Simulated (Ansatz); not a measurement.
# CH4GeO: small, medium and large basis sets

One table from this session's results is given with a row withheld; the runs are named, their logs left out.

Program: Ansatz 0.2.0, Gaussian basis. Level of theory: one geometry, several basis sets. These are calculated values, not measurements.

The runs, in order: PBE0-D4/def2-SVP; ωB97M-V/def2-SVP; PBE0-D4/def2-QZVPP; ωB97M-V/def2-QZVPP; the functionals' def2-TZVPP values are taken from earlier runs.

## The relaxed structure

The geometry comes from an earlier relaxation with PBE0-D4 in a triple-zeta def2 set; it is a stationary point, not always the lowest conformer.

7 atoms, charge 0, spin multiplicity 1.

Atoms are counted from 1 here; the program's logs count them from 0.

Bond lengths: O1–C2 1.199 Å, C2–Ge3 2.006 Å, C2–H4 1.116 Å, Ge3–H5 1.538 Å, Ge3–H6 1.531 Å, Ge3–H7 1.538 Å. Angles: O1–C2–Ge3 123.0°, O1–C2–H4 119.9°, Ge3–C2–H4 117.1°, C2–Ge3–H5 108.5°, C2–Ge3–H6 109.1°, C2–Ge3–H7 108.4°, H5–Ge3–H6 111.1°, H5–Ge3–H7 108.5°, H6–Ge3–H7 111.1°.

Coordinates:

| atom | x (Å) | y (Å) | z (Å) |
| --- | --- | --- | --- |
| O1 | -0.8329 | -1.5399 | 1.1660 |
| C2 | -0.4188 | -1.1139 | 0.1248 |
| Ge3 | 0.2990 | 0.7479 | -0.0848 |
| H4 | -0.4222 | -1.7630 | -0.7831 |
| H5 | -0.5326 | 1.4727 | -1.1562 |
| H6 | 0.2148 | 1.4717 | 1.2620 |
| H7 | 1.7539 | 0.6563 | -0.5744 |

The first run:

File in.yaml:

```yaml
crystal:
  periodic: [false, false, false]
  atoms:
    - {symbol: O, position_ang: [-0.832873, -1.539854, 1.165992]}
    - {symbol: C, position_ang: [-0.418791, -1.113873, 0.124826]}
    - {symbol: Ge, position_ang: [0.298983, 0.747911, -0.084807]}
    - {symbol: H, position_ang: [-0.422155, -1.762987, -0.783070]}
    - {symbol: H, position_ang: [-0.532643, 1.472745, -1.156174]}
    - {symbol: H, position_ang: [0.214790, 1.471668, 1.261997]}
    - {symbol: H, position_ang: [1.753888, 0.656291, -0.574363]}
basis:
  gaussian: {orbitals: def2-SVP}
hamiltonian: {xc: pbe0, dispersion: d4}
output: {orbitals: {seedname: orbitals}}
```

Command:

```
$ ansatz run in.yaml --threads 2 --pin off --events-out ev --progress --plain --max-ram 4352MiB
```

Among the steps run: PBE0-D4 in def2-SVP; ωB97M-V in def2-SVP; PBE0-D4 in def2-QZVPP; ωB97M-V in def2-QZVPP.

One of the session's tables, all rows but one given; the rest of the session is left out.

It belongs to the step «Functionals by basis». 

| functional | basis | HOMO (eV) |
| --- | --- | --- |
| PBE0-D4 | def2-SVP | -6.95 |
| PBE0-D4 | def2-TZVPP | -7.09 |
| PBE0-D4 | def2-QZVPP | -7.12 |
| ωB97M-V | def2-SVP | -9.18 |
| ωB97M-V | def2-TZVPP | ? |
| ωB97M-V | def2-QZVPP | -9.37 |

**Question.** Estimate the row for ωB97M-V, def2-TZVPP.

The run gave: HOMO (eV): -9.34. In the column «HOMO (eV)» it lies between ωB97M-V, def2-QZVPP (-9.37) and ωB97M-V, def2-SVP (-9.18).
